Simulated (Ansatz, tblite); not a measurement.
# The cluster Mg4Te3+: one state, many levels

The task here is to estimate one member of a computed series from the others.

Program: Ansatz 0.2.0, Gaussian basis. Level of theory: as each input shows. These are calculated values, not measurements.

The runs, in order: GFN1-xTB, GFN2-xTB, PBE-D4/def2-TZVP, r2SCAN-D4/def2-TZVP, LDA/def2-TZVP, BLYP-D4/def2-TZVP, PBE-D4/def2-SVP, PBE0-D4/def2-SVP, MP2/def2-TZVP, RPA/def2-TZVP.

6 further runs of the same task are left out: 4 that didn't finish, 2 set aside as unsound or not needed. Runs told in other sessions of the task aren't counted.

## The structure

The geometry is that of the doublet, from an earlier relaxation (r2SCAN-D4/def2-SVP). At that level it is the lowest of the isomers that a small search found.

7 atoms, charge 1, spin multiplicity 2.

Bond lengths: Mg1–Te5 2.729 Å, Mg1–Te6 2.729 Å, Mg2–Te6 2.729 Å, Mg2–Te7 2.729 Å, Mg3–Te5 2.729 Å, Mg3–Te7 2.729 Å, Mg4–Te5 2.845 Å, Mg4–Te6 2.845 Å, Mg4–Te7 2.846 Å. Angles: Te5–Mg1–Te6 112.6°, Te6–Mg2–Te7 112.6°, Te5–Mg3–Te7 112.6°, Te5–Mg4–Te6 105.9°, Te5–Mg4–Te7 105.9°, Te6–Mg4–Te7 105.9°, Mg1–Te5–Mg3 72.8°, Mg1–Te5–Mg4 68.3°, Mg3–Te5–Mg4 68.3°, Mg1–Te6–Mg2 72.8°, Mg1–Te6–Mg4 68.4°, Mg2–Te6–Mg4 68.4°, Mg2–Te7–Mg3 72.8°, Mg2–Te7–Mg4 68.3°, Mg3–Te7–Mg4 68.3°.

Coordinates:

```
Mg   -1.5735   -1.0703   -0.8952
Mg    1.1769   -1.5788    0.7386
Mg    1.1097    0.5540   -1.6970
Mg   -0.3835    1.1254    0.9964
Te   -1.4262    1.5582   -1.6155
Te   -1.3333   -1.4332    1.7993
Te    2.4299    0.8446    0.6735
```

Te takes a core potential in the def2 sets. No spin-orbit coupling is included. The ion is computed in the gas phase, without counter-ions or solvent.

PBE0-D4/def2-TZVP was run before; its log isn't repeated, and its numbers join the tables.

Set-up of the first run:

Tight binding, by tblite at 300 K electronic temperature and without a spin-polarisation term:

```python
tblite.interface.Calculator('GFN1-xTB', numbers, positions, charge=1, uhf=1).singlepoint()
```

Tight binding, by tblite at 300 K electronic temperature and without a spin-polarisation term:

```python
tblite.interface.Calculator('GFN2-xTB', numbers, positions, charge=1, uhf=1).singlepoint()
```

start.molden holds the orbitals of an earlier run on this state, given as this run's starting guess.

in.yaml reads:

```yaml
crystal:
  periodic: [false, false, false]
  atoms:
    - {symbol: Mg, position_ang: [-1.573496, -1.070257, -0.895248]}
    - {symbol: Mg, position_ang: [1.176882, -1.578782, 0.738598]}
    - {symbol: Mg, position_ang: [1.109720, 0.554001, -1.696979]}
    - {symbol: Mg, position_ang: [-0.383521, 1.125398, 0.996365]}
    - {symbol: Te, position_ang: [-1.426196, 1.558194, -1.615516]}
    - {symbol: Te, position_ang: [-1.333291, -1.433156, 1.799313]}
    - {symbol: Te, position_ang: [2.429892, 0.844611, 0.673469]}
basis:
  gaussian: {orbitals: def2-TZVP, initial_orbitals: start.molden}
total_charge: 1
magnetization: {spin_polarized: true, initial_magnetization: 1}
hamiltonian: {xc: pbe, dispersion: d4}
scf: {omitted_lower_state_checks: [starts]}
output: {orbitals: {seedname: orbitals}}
```

On the command line:

```bash
$ ansatz run in.yaml --threads 4 --pin off --events-out ev --progress --plain --max-ram 4787MiB
```

Steps of the session up to this table: PBE-D4/def2-TZVP; r2SCAN-D4/def2-TZVP; LDA/def2-TZVP; BLYP-D4/def2-TZVP; PBE-D4/def2-SVP; PBE0-D4/def2-SVP; MP2/def2-TZVP; RPA/def2-TZVP.

One table of the session follows, with a row left open; its other results are not shown here.

It belongs to the step «Levels side by side». 

| level | HOMO (eV) | LUMO (eV) | gap (eV) |
| --- | --- | --- | --- |
| LDA/def2-TZVP | -7.98 | -7.51 | 0.47 |
| PBE-D4/def2-SVP | -7.94 | -7.26 | 0.68 |
| PBE-D4/def2-TZVP | ? | ? | ? |
| BLYP-D4/def2-TZVP | -7.67 | -7.16 | 0.51 |
| r2SCAN-D4/def2-TZVP | -8.07 | -6.86 | 1.21 |
| PBE0-D4/def2-SVP | -8.61 | -6.67 | 1.95 |
| PBE0-D4/def2-TZVP | -8.55 | -6.59 | 1.96 |

Estimate the missing values for PBE-D4/def2-TZVP.

The run gave: HOMO (eV): -7.88; LUMO (eV): -7.20; gap (eV): 0.69. In the column «HOMO (eV)» it lies between PBE-D4/def2-SVP (-7.94) and BLYP-D4/def2-TZVP (-7.67).
